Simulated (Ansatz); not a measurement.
# NiO2: an axial (c/a) deformation path

Aim: for NiO2, follow an axial (c/a) deformation at fixed volume.

Computed with Ansatz 0.2.0 (DFT r2SCAN, scalar-relativistic, plane waves, PAW, unless a step's input says otherwise).

1 further run of the same task is left out (set aside as unsound or not needed).

## 1. The starting structure

Symmetry: P-3m1, No. 164, trigonal system. Conventional cell: a = 2.776 Å, b = 2.776 Å, c = 4.607 Å, α = 90.00°, β = 90.00°, γ = 120.00°. Ni (site symmetry -3m) has 6 O at 1.86 Å as nearest neighbours. Around O (site symmetry 3m) lie 3 Ni at 1.86 Å.

Coordinates:

```
CELL_PARAMETERS angstrom
2.77624 0.00000 0.00000
-1.38812 2.40429 0.00000
0.00000 0.00000 4.60700
ATOMIC_POSITIONS crystal
Ni 0.00000 0.00000 0.50000
O 0.66667 0.33333 0.70390
O 0.33333 0.66667 0.29610
```

It goes back to an entry of the Materials Project, which need not be the stable form.

This cell was relaxed beforehand with the same method: volume 10.25 Å³/atom, gap on the mesh 1.47 eV.

## 2. The reference: the undisturbed cell on the scan's mesh

input.yaml reads:

```yaml
crystal:
  lattice:
    - [2.7762368975, 0.0, 0.0]
    - [-1.3881184487, 2.4042916802, 0.0]
    - [0.0, 0.0, 4.6069965744]
  atoms:
    - { symbol: Ni, position: [0.0, 0.0, 0.5] }
    - { symbol: O, position: [0.6666666667, 0.3333333333, 0.7038965371] }
    - { symbol: O, position: [0.3333333333, 0.6666666667, 0.2961034629] }
basis:
  ecutwfc: 500
kpoints:
  mp_grid: { grid: [12, 12, 8] }
hamiltonian:
  xc: r2scan
scf:
  occupations: { method: gaussian, width: 0.05 }
output:
  forces: true
  stress: true
  eigenvalues: true
  write_density: true
  write_potential: true
  elf: true
  volumetric_format: npy
```

Command:

```bash
ansatz run input.yaml --threads 1 --pin off --max-ram 2560MiB --backend cpu --events-out ev --progress --plain --runs-dir out
```

## 3. Setting up an axial (c/a) deformation path

At fixed volume and fractional coordinates, lengths along (0.000, 0.000, 1.000) are scaled against those across it; ρ is that ratio over its starting value.

## 4. ρ = 0.850

input.yaml, as its differences from that of step 2:

```diff
@@ -2,5 +2,5 @@
   lattice:
-    - [2.7762368975, 0.0, 0.0]
-    - [-1.3881184487, 2.4042916802, 0.0]
-    - [0.0, 0.0, 4.6069965744]
+    - [2.9307822099, 0.0, 0.0]
+    - [-1.4653911049, 2.5381318467, 0.0]
+    - [0.0, 0.0, 4.1339368666]
   atoms:
@@ -21,5 +21 @@
   eigenvalues: true
-  write_density: true
-  write_potential: true
-  elf: true
-  volumetric_format: npy
```

## 5. ρ = 1.200

input.yaml, as its differences from that of step 4:

```diff
@@ -2,5 +2,5 @@
   lattice:
-    - [2.9307822099, 0.0, 0.0]
-    - [-1.4653911049, 2.5381318467, 0.0]
-    - [0.0, 0.0, 4.1339368666]
+    - [2.6125389453, 0.0, 0.0]
+    - [-1.3062694726, 2.262525095, 0.0]
+    - [0.0, 0.0, 5.2024197137]
   atoms:
```

## 6. ρ = 0.920

input.yaml, as its differences from that of step 5:

```diff
@@ -2,5 +2,5 @@
   lattice:
-    - [2.6125389453, 0.0, 0.0]
-    - [-1.3062694726, 2.262525095, 0.0]
-    - [0.0, 0.0, 5.2024197137]
+    - [2.8544815884, 0.0, 0.0]
+    - [-1.4272407942, 2.4720535702, 0.0]
+    - [0.0, 0.0, 4.3578917773]
   atoms:
```

## 7. ρ = 1.100

input.yaml, as its differences from that of step 6:

```diff
@@ -2,5 +2,5 @@
   lattice:
-    - [2.8544815884, 0.0, 0.0]
-    - [-1.4272407942, 2.4720535702, 0.0]
-    - [0.0, 0.0, 4.3578917773]
+    - [2.6894220435, 0.0, 0.0]
+    - [-1.3447110217, 2.3291078111, 0.0]
+    - [0.0, 0.0, 4.9092258545]
   atoms:
```

## 8. ρ = 0.960

input.yaml, as its differences from that of step 7:

```diff
@@ -2,5 +2,5 @@
   lattice:
-    - [2.6894220435, 0.0, 0.0]
-    - [-1.3447110217, 2.3291078111, 0.0]
-    - [0.0, 0.0, 4.9092258545]
+    - [2.8142722664, 0.0, 0.0]
+    - [-1.4071361332, 2.4372312759, 0.0]
+    - [0.0, 0.0, 4.4833094013]
   atoms:
```

(Steps that only read results are left out.)

Q: Predict the outcome of this session. Wanted: highest point.

As calculated:

```
     quantity                        value
highest point  129.6 meV/atom at ρ = 1.200
```

In words: No sampled point lies below the undisturbed cell. No sampled point inside the path is a dip, apart from those named. The gap on the mesh stays between 0.96 and 1.84 eV. Layers here are held mostly by dispersion, which this level lacks, so their spacing and the stiffness across them are unreliable there.

No run allows spin polarisation, though the cell holds Ni.
